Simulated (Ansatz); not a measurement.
# K3CO: magnetic states

One table from this session's results is given with a row withheld; the runs are named, their logs left out.

Computed with Ansatz 0.2.0 (DFT PBE, scalar-relativistic, plane waves, PAW, unless a step's input says otherwise).

## The starting structure

It takes space group Pm-3m (No. 221, cubic). Conventional cell: a = 5.231 Å, b = 5.231 Å, c = 5.231 Å, α = 90.00°, β = 90.00°, γ = 90.00°. K (site symmetry 4/mmm) has 2 O at 2.62 Å and 8 K at 3.70 Å and 4 C at 3.70 Å as nearest neighbours. C (site symmetry m-3m) has 12 K at 3.70 Å as nearest neighbours. O (site symmetry m-3m) has 6 K at 2.62 Å as nearest neighbours.

As a file:

```
K C O
1.0
     5.23106    0.00000    0.00000
     0.00000    5.23106    0.00000
     0.00000    0.00000    5.23106
K C O
3 1 1
Direct
  0.00000 0.00000 0.50000
  0.00000 0.50000 0.00000
  0.50000 0.00000 0.00000
  0.50000 0.50000 0.50000
  0.00000 0.00000 0.00000
```

The structure comes from the Materials Project (structure only); it is used as listed.

Set-up of the first run:

File input.yaml:

```yaml
crystal:
  lattice:
    - [5.231062, 0.0, 0.0]
    - [0.0, 5.231062, 0.0]
    - [0.0, 0.0, 5.231062]
  atoms:
    - { symbol: K, position: [0.0, 0.0, 0.5] }
    - { symbol: K, position: [0.0, 0.5, 0.0] }
    - { symbol: K, position: [0.5, 0.0, 0.0] }
    - { symbol: C, position: [0.5, 0.5, 0.5], spin: 1.0 }
    - { symbol: O, position: [0.0, 0.0, 0.0] }
basis:
  ecutwfc: 420
kpoints:
  mp_grid: { grid: [4, 4, 4] }
hamiltonian:
  xc: pbe
scf:
  occupations: { method: gaussian, width: 0.1 }
output:
  forces: true
  stress: true
  eigenvalues: true
  populations: true
magnetization:
  spin_polarized: true
```

Command:

```sh
ansatz run input.yaml --threads 1 --pin off --max-ram 2560MiB --backend cpu --events-out ev --progress --plain --runs-dir out
```

Steps of the session up to this table: Probe: one point at the start; The base run, for reference; Magnetic start: no spin polarisation; Magnetic start: ferromagnetic; Magnetic start: large parallel starting moments; Magnetic start: antiferromagnetic, doubled cell, propagation vector (0, 0, 1/2); Start: antiferromagnetic, doubled cell, propagation vector (0, 1/2, 1/2); Start: antiferromagnetic, doubled cell, propagation vector (1/2, 1/2, 1/2); Start: small parallel starting moments.

One table of the session follows, with a row left open; its other results are not shown here.

It belongs to the step «Which state is lowest». 

```
                                                              start  energy above the lowest (meV/atom)  gap on the mesh (eV)
antiferromagnetic, doubled cell, propagation vector (1/2, 1/2, 1/2)                                0.00                  0.80
  antiferromagnetic, doubled cell, propagation vector (0, 1/2, 1/2)                                1.00                  0.68
    antiferromagnetic, doubled cell, propagation vector (0, 0, 1/2)                                   ?                     ?
                                                      ferromagnetic                                4.36                  0.30
                                    large parallel starting moments                                4.36                  0.30
                                    small parallel starting moments                                4.36                  0.30
                                                            no spin                                 283                 metal
```

Q: Estimate the row for antiferromagnetic, doubled cell, propagation vector (0, 0, 1/2) from the others.

As computed: energy above the lowest (meV/atom): 2.37; gap on the mesh (eV): 0.59. In the column «energy above the lowest (meV/atom)» it lies between antiferromagnetic, doubled cell, propagation vector (0, 1/2, 1/2) (1.00) and ferromagnetic (4.36).

Limits of these values: Only these starts were tried, so a lower state is not ruled out. Warnings in the runs' records: stability check not made.
